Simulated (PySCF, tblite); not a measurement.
# C5H3O2 radical: geometry, infrared bands and EPR parameters

Wanted: the infrared bands and EPR parameters of C5H3O2 radical (`O=Cc1c[c]co1`), by calculation.

Programs: tblite 0.8.0 and PySCF 2.14.0, with density-fitted response routines of our own. Each step states its level of theory. These are calculated values for one molecule in the gas phase, unless marked as measured. Atoms count from 0, in the outputs and in this text.

## Step 1: The starting structure

10 atoms, charge 0, multiplicity 2; geometry from: force field or distance geometry start.

Bonds of the start (Å): O0–C1 1.22, C1–C2 1.45, C2–C3 1.38, C3–C4 1.42, C4–C5 1.38, C5–O6 1.35, O6–C2 1.36, C1–H7 1.10, C3–H8 1.07, C5–H9 1.08.

## Step 2: Optimising the geometry with GFN2-xTB

What the job is given:

```
{"job": {"kind": "relax", "xc": "GFN2-xTB", "basis": "xTB"}, "charge": 0, "multiplicity": 2}
O     -2.636400     0.583500     0.080100
C     -1.780900    -0.260200    -0.101900
C     -0.351800    -0.028600    -0.010300
C      0.363100     1.126900     0.244300
C      1.728100     0.752800     0.203800
C      1.749000    -0.588200    -0.103200
O      0.491800    -1.068900    -0.234200
H     -2.054000    -1.299900    -0.323300
H     -0.045500     2.092900     0.463000
H      2.545600    -1.305700    -0.240800
```

On the command line:

```bash
$ OMP_NUM_THREADS=1 python probes_run.py task.json out
```

One launch serves the whole session: the jobs run in the order shown.

Log:

```text
step      E/eV     max force
  0    -550.10383    1.624
  1    -550.13555    1.033
  2    -550.14545    0.347
  3    -550.14881    0.171
  4    -550.15126    0.141
  5    -550.15368    0.145
  6    -550.15424    0.063
  7    -550.15453    0.048
  8    -550.15470    0.043
  9    -550.15477    0.030
 10    -550.15481    0.023
 11    -550.15486    0.031
 12    -550.15494    0.041
 13    -550.15502    0.037
 14    -550.15509    0.030
 15    -550.15515    0.022
 16    -550.15521    0.031
 17    -550.15526    0.027
 18    -550.15529    0.016
 19    -550.15530    0.010
 20    -550.15531    0.009
```

It took 0.06 s on 1 thread of Intel Xeon 6975P-C, shared host.

Along the way:

| step | energy from step 0 (eV) | largest force (eV/Å) |
| --- | --- | --- |
| 0 | 0.0000 | 1.6242 |
| 1 | -0.0317 | 1.0327 |
| 2 | -0.0416 | 0.3470 |
| 3 | -0.0450 | 0.1708 |
| 4 | -0.0474 | 0.1406 |
| 5 | -0.0498 | 0.1450 |
| 6 | -0.0504 | 0.0628 |
| 7 | -0.0507 | 0.0479 |
| 8 | -0.0509 | 0.0433 |
| 9 | -0.0509 | 0.0303 |
| 10 | -0.0510 | 0.0231 |
| 11 | -0.0510 | 0.0307 |
| 12 | -0.0511 | 0.0406 |
| 13 | -0.0512 | 0.0366 |
| 14 | -0.0513 | 0.0305 |
| 15 | -0.0513 | 0.0220 |
| 16 | -0.0514 | 0.0314 |
| 17 | -0.0514 | 0.0266 |
| 18 | -0.0515 | 0.0162 |
| 19 | -0.0515 | 0.0102 |
| 20 | -0.0515 | 0.0090 |

Close pairs (by a distance rule), those that changed most:

```csv
bond,before (Å),after (Å),change (Å)
C3–C4,1.416,1.390,-0.026
C4–C5,1.376,1.362,-0.014
C5–O6,1.352,1.340,-0.013
O0–C1,1.215,1.204,-0.011
C1–H7,1.098,1.108,+0.011
C5–H9,1.081,1.071,-0.010
C1–C2,1.451,1.443,-0.008
C2–C3,1.382,1.387,+0.005
```

The final coordinates are the input of the step that follows.

## Step 3: Harmonic vibrations with GFN2-xTB

What the job is given:

```
{"job": {"kind": "ir", "xc": "GFN2-xTB", "basis": "xTB"}, "charge": 0, "multiplicity": 2}
O     -2.644186     0.574153     0.074265
C     -1.778296    -0.246131    -0.090698
C     -0.355741    -0.016558    -0.011969
C      0.371633     1.133782     0.256021
C      1.698405     0.725285     0.190110
C      1.732237    -0.603976    -0.103104
O      0.482074    -1.068227    -0.229379
H     -2.006438    -1.304408    -0.328906
H     -0.033391     2.101683     0.462113
H      2.542585    -1.290949    -0.240980
```

Log:

```text
mode    cm-1     km/mol
  1     149.2      8.17
  2     188.3      3.31
  3     244.6     10.01
  4     494.8      1.48
  5     545.9      9.09
  6     596.8      1.72
  7     702.9     16.02
  8     768.4     15.27
  9     819.0     11.81
 10     833.0      3.15
 11     903.6      0.10
 12     949.6     10.28
 13    1059.6     27.88
 14    1095.3     20.97
 15    1173.0     54.64
 16    1216.9     13.45
 17    1336.0      8.57
 18    1364.8     76.04
 19    1404.5     60.39
 20    1493.3     26.50
 21    1745.1    469.31
 22    2757.8     62.95
 23    3179.9      0.02
 24    3202.5      0.14
```

Wall time 0.15 s (1 thread of Intel Xeon 6975P-C, shared host).

The strongest bands and the atoms that carry them (share of the mass-weighted mode):

```
cm⁻¹  km/mol                               atoms
1060    27.9                    H8 62 %, C3 13 %
1095    21.0           H9 53 %, O6 20 %, C5 11 %
1173    54.6           C5 34 %, O6 28 %, H9 19 %
1365    76.0  H7 27 %, C2 21 %, C3 19 %, C4 14 %
1404    60.4           C5 30 %, C2 26 %, C4 23 %
1493    26.5  C2 33 %, C4 27 %, C5 19 %, C3 16 %
1745   469.3                    C1 60 %, O0 38 %
2758    63.0                             H7 94 %
```

## Step 4: g tensor and hyperfine couplings: B3LYP/pcH-1

Same as in step 3 but for these lines:

```diff
@@ -1,2 +1,2 @@
-{"job": {"kind": "ir", "xc": "GFN2-xTB", "basis": "xTB"}, "charge": 0, "multiplicity": 2}
+{"job": {"kind": "epr", "basis": "pcH-1"}, "charge": 0, "multiplicity": 2}
 O     -2.644186     0.574153     0.074265
```

Level: UKS B3LYP, pcH-1 on C H O, non-relativistic, mean-field spin-orbit, GIAO.

Log:

```text
UKS, coarse grid
  cycle   1  E = -342.51145957  |g| = 6.34e-01
  cycle   2  E = -341.08447378  |g| = 1.70e+00
  cycle   3  E = -342.57915420  |g| = 3.82e-01
  cycle   4  E = -342.66154501  |g| = 1.17e-01
  cycle   5  E = -342.66506378  |g| = 7.59e-02
  cycle   6  E = -342.66791807  |g| = 2.22e-02
  cycle   7  E = -342.66813756  |g| = 5.53e-03
  cycle   8  E = -342.66815256  |g| = 3.87e-03
  cycle   9  E = -342.66816009  |g| = 1.87e-03
  cycle  10  E = -342.66816344  |g| = 7.15e-04
UKS, final grid
  cycle   1  E = -342.66816919  |g| = 1.02e-03
  cycle   2  E = -342.66816805  |g| = 2.07e-03
  cycle   3  E = -342.66816999  |g| = 2.69e-04
  cycle   4  E = -342.66817007  |g| = 1.67e-04
  cycle   5  E = -342.66817018  |g| = 1.20e-04
  cycle   6  E = -342.66817019  |g| = 3.95e-05
  cycle   7  E = -342.66817019  |g| = 1.81e-05
E = -342.66817019 Eh   <S^2> = 0.7564 (exact 0.7500)
g shifts (ppm)      1          2          3
  rmc          -173       -173       -173
  gc             36         13        -12
  oz_so        -673         86        439
  total        -809        -73        254
hyperfine (MHz)  atom isotope    a_iso     a_fc   dipolar eigenvalues
    0   17O      -0.63      -0.63     -0.73     -0.44      1.17
    1   13C       0.04       0.04     -1.58     -0.91      2.49
    2   13C      41.96      41.96     -5.15     -2.73      7.87
    3   13C      29.77      29.77    -11.96     -2.84     14.80
    4   13C     531.51     531.51    -76.40    -60.66    137.06
    5   13C      80.82      80.82    -15.77     -1.06     16.82
    6   17O     -11.68     -11.68    -17.35      7.32     10.03
    7    1H      16.26      16.26     -1.49     -0.39      1.88
    8    1H      23.75      23.75     -6.40     -5.29     11.69
    9    1H       6.84       6.84     -5.84     -4.27     10.11
```

It took 21 s on 1 thread of Intel Xeon 6975P-C, shared host; peak memory 0.81 GiB.

Principal g values 2.00151, 2.00225, 2.00257; g(iso) = 2.00211, against 2.00232 for a free electron.

Hyperfine couplings, nucleus by nucleus at this fixed geometry (no averaging over rotations):

| nuclei | isotope | a(iso) (MHz) | a(iso) (G, at g = 2.0023) | largest dipolar term (MHz) |
| --- | --- | --- | --- | --- |
| C4 | 13C | 531.5 | 189.7 | 137.1 |
| C5 | 13C | 80.8 | 28.8 | 16.8 |
| C2 | 13C | 42.0 | 15.0 | 7.9 |
| C3 | 13C | 29.8 | 10.6 | 14.8 |
| H8 | 1H | 23.8 | 8.5 | 11.7 |
| H7 | 1H | 16.3 | 5.8 | 1.9 |
| O6 | 17O | -11.7 | -4.2 | -17.4 |
| H9 | 1H | 6.8 | 2.4 | 10.1 |
| O0 | 17O | -0.6 | -0.2 | 1.2 |
| C1 | 13C | 0.0 | 0.0 | 2.5 |

Mulliken spin populations:

```
atom  value (e)
  O0       0.01
  C1       0.00
  C2       0.05
  C3      -0.05
  C4       1.01
  C5      -0.07
  O6       0.03
  H7       0.01
  H8       0.01
  H9       0.00
```

In first order the couplings over 0.8 MHz of 1H give 8 distinct lines over 16.7 G.

Orbitals, density, ELF and potential are computed afterwards from the orbital file.

ELF in a plane through or near 10 of the atoms.

Ten even steps from ' ' (0.00) to '@' (1.00):
```
                                                        
                                                        
                                                        
                          ==##**--                      
            ..--::..    ::@@@@@@@@==                    
          ::++####**::..==@@@@@@@@--                    
        ..++##%%@@%%####++**@@@@**    ::++==::          
          ==##%%%%----@@--@@--==..  ::##%%##**::        
          ..--****::--##**==%%++..  --##@@%%%%++..      
              --%%%%##....**--::**++++##--==@@##--      
        ..==++++::==------++++::@@====++##%%%%##==      
      ..%%@@@@@@**::****::##++==++++--++--::----..      
      ..@@@@@@@@@@==++**--##==  ..%%@@@@**              
        ##@@@@@@++..::%%@@%%==  ::@@@@@@@@..            
          ==**--    ..==**++..  ..@@@@@@@@--            
                      ......      **%%%%++              
                                                        
                                                        
                                                        
                                                        
```
The map spans 10.6 Å across and 9.5 Å up, centred on the molecule. Atoms in the plane (x, y in Å): O0 (2.7, 0.3), C1 (1.7, -0.5), C2 (0.4, -0.1), C3 (-0.2, 1.2), C4 (-1.6, 0.9), C5 (-1.8, -0.4), O6 (-0.6, -1.0), H7 (1.9, -1.6), H8 (0.3, 2.1), H9 (-2.7, -1.0).

On the surface of density 0.002 e/bohr³ the electrostatic potential runs, from the 1st to the 99th percentile, from -1.60 V near O0 to 1.59 V near H9.

The spin density lies nearest to C4 80 %.

## Step 5: Results

```
                                 quantity                  value
strongest single infrared mode (GFN2-xTB)  1745 cm⁻¹, 469 km/mol
             zero-point energy (GFN2-xTB)          40.3 kcal/mol
                           g(iso) (B3LYP)                2.00211
                                     ⟨S²⟩     0.756 (exact 0.75)
                           largest a(iso)   13C on C4, 531.5 MHz
    surface potential, 1st and 99th percentile     -1.60 V and 1.59 V
```

**Reading.** The optimisation took 20 steps and gained 0.051 eV; among the close pairs (by a distance rule), C3–C4 changed most, from 1.416 to 1.390 Å. No mode is imaginary among the 24: a minimum at this level. The strongest single mode, at 1745 cm⁻¹, moves mainly C1 and O0. GFN2-xTB is a fitted tight-binding method: band positions and strengths are rough. Its intensities can rank the bands wrongly. Most of the unpaired spin sits on C4 (1.01 e). The isotropic g lies 0.2 ppt below the free-electron value.
